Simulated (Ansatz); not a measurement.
# GeNH₂+ (quintet): wave-function methods side by side, cc-pVTZ

One table from this session's results is given with a row withheld; the runs are named, their logs left out.

Method: cc-pVTZ, core rule «outside noble gas», up to 15 orbitals frozen; program: Ansatz 0.2.0, Gaussian basis.

The runs, in order: UHF; CCSD(T) on ROHF; CCSD(T) on UHF; BCCD(T) on ROHF; CCSDT(Q) on ROHF; CCSDT(Q) on UHF; CASSCF and MRCISD+Q, 10 electrons in 10 orbitals; CASSCF and NEVPT2, 10 electrons in 10 orbitals.

3 further runs of the same task are left out: 3 set aside as unsound or not needed.

**The system**

The geometry is a PBE0/def2-TZVP stationary point (not a proven minimum) of the parent state, kept for this charge and spin. No spin-orbit coupling is included. The filled d shell of Ge may be among the frozen orbitals whatever the setting's name suggests; the logs give the count.

4 atoms, charge 1, spin multiplicity 5.

Atoms are counted from 1 here; the program's logs count them from 0.

Bond lengths: Ge1–N2 2.315 Å, N2–H3 1.021 Å, N2–H4 1.021 Å. Angles: Ge1–N2–H3 125.6°, Ge1–N2–H4 125.6°, H3–N2–H4 108.9°.

Set-up of the first run:

Contents of in.yaml:

```yaml
crystal:
  periodic: [false, false, false]
  atoms:
    - {symbol: Ge, position_ang: [0.000000, 0.000000, 0.431903]}
    - {symbol: N, position_ang: [0.000000, 0.000000, -1.883353]}
    - {symbol: H, position_ang: [0.000000, 0.830871, -2.477269]}
    - {symbol: H, position_ang: [0.000000, -0.830871, -2.477269]}
basis:
  gaussian: {orbitals: cc-pVTZ}
total_charge: 1
magnetization: {spin_polarized: true, initial_magnetization: 4}
hamiltonian: {xc: hf}
output: {orbitals: {seedname: orbitals}}
```

Launch:

```bash
$ ansatz run in.yaml --threads 1 --pin off --events-out ev --progress --plain --max-ram 4096MiB --backend cpu
```

Among the steps run: UHF; CCSD(T) on ROHF; CCSD(T) on UHF; BCCD(T) on ROHF; CCSDT(Q) on ROHF; CCSDT(Q) on UHF; CASSCF and MRCISD+Q, 10 electrons in 10 orbitals; CASSCF and NEVPT2, 10 electrons in 10 orbitals.

One table of the session follows, with a row left open; its other results are not shown here.

| method | from RCCSDT(Q) (kJ/mol) |
| --- | --- |
| ROHF | +642.4 |
| UHF | +615.9 |
| RMP2 | +86.5 |
| UMP2 | +84.7 |
| RCCSD | +23.8 |
| UCCSD | +19.6 |
| RCCSD(T) | +3.0 |
| UCCSD(T) | 0.0 |
| BCCD(T) | +3.2 |
| RCCSDT | +0.9 |
| UCCSDT | -2.4 |
| RCCSDT(Q) | 0 |
| UCCSDT(Q) | ? |
| CASSCF valence | +429.4 |
| NEVPT2 valence | +93.5 |
| MRCISD valence | +27.7 |
| MRCISD+Q valence | +6.2 |

Q: Estimate the row for UCCSDT(Q) from the others.

As computed: from RCCSDT(Q) (kJ/mol): -3.3. In the column «from RCCSDT(Q) (kJ/mol)» it is the lowest.

Limits of these values: Restricted and unrestricted rows rest on different reference determinants; where their highest levels disagree by more than a few hundredths of an eV, they describe different states and don't form one ladder.
